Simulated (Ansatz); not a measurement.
NiMoIrPdW:

```xyz
5
Lattice="4.1467 0.0000 0.0000 -2.0734 3.5911 0.0000 0.0000 0.0000 5.4163" Properties=species:S:1:pos:R:3 pbc="T T T"
Ni    0.0000    0.0000    0.1203
Mo    2.0734    1.1970    2.4913
Pd    0.0000    2.3941    4.0406
Ir    0.0000    2.3941    1.3888
W     2.0734    1.1970    5.4155
```

The cell was built by a generator and needn't be a form met in nature.

Program: Ansatz 0.2.0. Alike in all runs: potentials or basis all-electron LAPW, scalar-relativistic; spin collinear, ferromagnetic start; cell as given; k mesh 5 × 5 × 4; smearing fermi-dirac 0.05 eV; basis error allowed 0.002 eV/atom.

Order these runs on this cell by their pressure, lowest first.
A. level revPBE; cutoff (eV) 343
B. level PBE; cutoff (eV) 343
C. level BLYP; cutoff (eV) 342

B (0.1 GPa), A (2.7 GPa), C (9.7 GPa).

Caveats: the k mesh is thin for a metal, which can move the energy by tens of meV per atom; the starting moments weren't kept.
